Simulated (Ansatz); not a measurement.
# BCl2H3OS: the cost of one run

All numbers below are computed with Ansatz 0.2.0 (RKS B3LYP-D4/cc-pVDZ).

## 1. Starting point

Bond lengths: B1–O2 1.760 Å, O2–H3 1.010 Å, B1–Cl4 1.860 Å, B1–Cl5 1.860 Å, B1–S6 2.190 Å, S6–H7 1.400 Å, O2–H8 1.122 Å, S6–H8 1.382 Å. Angles: B1–O2–H3 109.5°, B1–O2–H8 86.3°, H3–O2–H8 119.6°, O2–B1–Cl4 120.0°, O2–B1–Cl5 120.0°, O2–B1–S6 71.6°, Cl4–B1–Cl5 120.0°, Cl4–B1–S6 88.5°, Cl5–B1–S6 110.0°, B1–S6–H7 109.5°, B1–S6–H8 64.5°, H7–S6–H8 67.4°, O2–H8–S6 137.6°.

Structure file:

```xyz
8

B     0.0000    0.0000    0.0000
O     0.0000    0.0000    1.7600
H    -0.9095   -0.2814    2.0971
Cl    1.6108    0.0000   -0.9300
Cl   -1.6108    0.0000   -0.9300
S     0.4671    2.0251    0.6906
H     1.5159    1.9729    1.6165
H     0.2517    1.0912    1.6867
```

## 2. Pulling towards end A

Springs on the bonds that form and break draw the guess towards this end; the thresholds are loose.

input.yaml reads:

```yaml
crystal:
  periodic: [false, false, false]
  atoms:
    - { symbol: B, position_ang: [0.0, 0.0, 0.0] }
    - { symbol: O, position_ang: [0.0, 0.0, 1.76] }
    - { symbol: H, position_ang: [-0.9095, -0.2814, 2.0971] }
    - { symbol: Cl, position_ang: [1.6108, 0.0, -0.93] }
    - { symbol: Cl, position_ang: [-1.6108, 0.0, -0.93] }
    - { symbol: S, position_ang: [0.4671, 2.0251, 0.6906] }
    - { symbol: H, position_ang: [1.5159, 1.9729, 1.6165] }
    - { symbol: H, position_ang: [0.2517, 1.0912, 1.6867] }
basis:
  gaussian: { orbitals: cc-pVDZ }
hamiltonian:
  xc: b3lyp
  dispersion: d4
relax:
  f_tol: 0.15
  max_steps: 25
  restrain:
    - { distance: [0, 5], at: 3.09, k: 30.0 }
    - { distance: [7, 1], at: 2.21, k: 30.0 }
    - { distance: [0, 1], at: 1.41, k: 30.0 }
    - { distance: [7, 5], at: 1.4, k: 30.0 }
```

The run is started by

```
$ ansatz run input.yaml --threads 2 --pin off --max-ram 3072MiB --backend cpu --events-out ev --progress --plain --runs-dir out
```

**Question.** How long does this run take on 2 threads of Arm Neoverse V2, shared host, and how much memory does it need?

About 28 s, with a peak of 0.23 GiB.
